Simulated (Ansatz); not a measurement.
Cl₂FOSi, SMILES [O][Si](F)(Cl)Cl, a ladder of methods at one geometry

Run with Ansatz 0.2.0 through its Python package.

`cl2fosi_methods.py`:
```python
# -*- coding: utf-8 -*-
"""One geometry of Cl2FOSi, method by method."""

from pathlib import Path

import ansatz as az
import numpy as np

geometry_ang = [
    ("O", (1.2923, -1.2238, 0.4291)),
    ("Si", (-0.0034, -0.0493, 0.0767)),
    ("F", (-1.0001, 0.1541, 1.4302)),
    ("Cl", (-1.0957, -0.7393, -1.5135)),
    ("Cl", (0.8567, 1.7848, -0.464)),
]
geometry = az.Crystal.molecule()
for symbol, xyz in geometry_ang:
    geometry = geometry.atom(symbol, xyz)

calculation = (
    geometry.calculation()
    .basis(gaussian="def2-SVP")
    .spin("collinear", total=1)
)

print("functional    E (Ha)        dipole (D)   HOMO (eV)  LUMO (eV)")
for name in ["lda", "blyp", "b3lyp", "r2scan0", "hf", "revpbe"]:
    data = calculation.functional(name).forces().orbitals().run(runs_dir="runs").report
    lines = Path(data["orbitals_path"]).read_text().splitlines()
    field_of = lambda key: [line.split("=")[1].strip() for line in lines if line.startswith(key)]
    orbitals = [(27.211386 * float(e), s, float(n)) for e, s, n in zip(field_of("Ene="), field_of("Spin="), field_of("Occup="))]
    homo = max(e for e, _, n in orbitals if n > 0.5)
    lumo = min(e for e, _, n in orbitals if n < 0.5)
    dipole = 4.803205 * np.linalg.norm(data["charge_distribution"]["dipole_moment_e_ang"])
    print(f"{name:10s} {data['free_energy_ev'] / 27.211386246:14.6f} {dipole:9.3f} {homo:11.3f} {lumo:10.3f}")
```

```console
$ python cl2fosi_methods.py
functional    E (Ha)        dipole (D)   HOMO (eV)  LUMO (eV)
lda          -1379.238810     1.433      -7.584     -7.490
blyp         -1384.518107     1.225      -7.423     -6.791
b3lyp        -1384.583586     0.985      -9.268     -5.760
r2scan0      -1384.353701     0.861     -10.049     -4.865
hf           -1381.844539     0.928     -13.379      0.858
revpbe       -1384.254405     1.060      -7.621     -6.833
```

Caveats:
- Total energies depend on the basis set; only differences at equal settings carry meaning.
- The geometry is a force-field or estimated start, not a minimum of this method, and the basis set is short of its limit. A lower total doesn't mark the better method: functionals have no common bound, and MP2 and coupled cluster aren't variational.
- The species is open-shell (spin multiplicity 2).
- b3lyp holds the VWN-RPA fit, as in Gaussian; the form of ORCA and Turbomole is b3lyp5.
- Levels such as HOMO and LUMO are orbital energies: with these approximate functionals they aren't the ionisation energy and electron affinity, and their gap isn't the fundamental gap.
- Timing: 82 s on 1 thread of Intel(R) Xeon(R) Processor @ 2.30GHz, with other jobs on the host, peak memory 0.43 GiB.
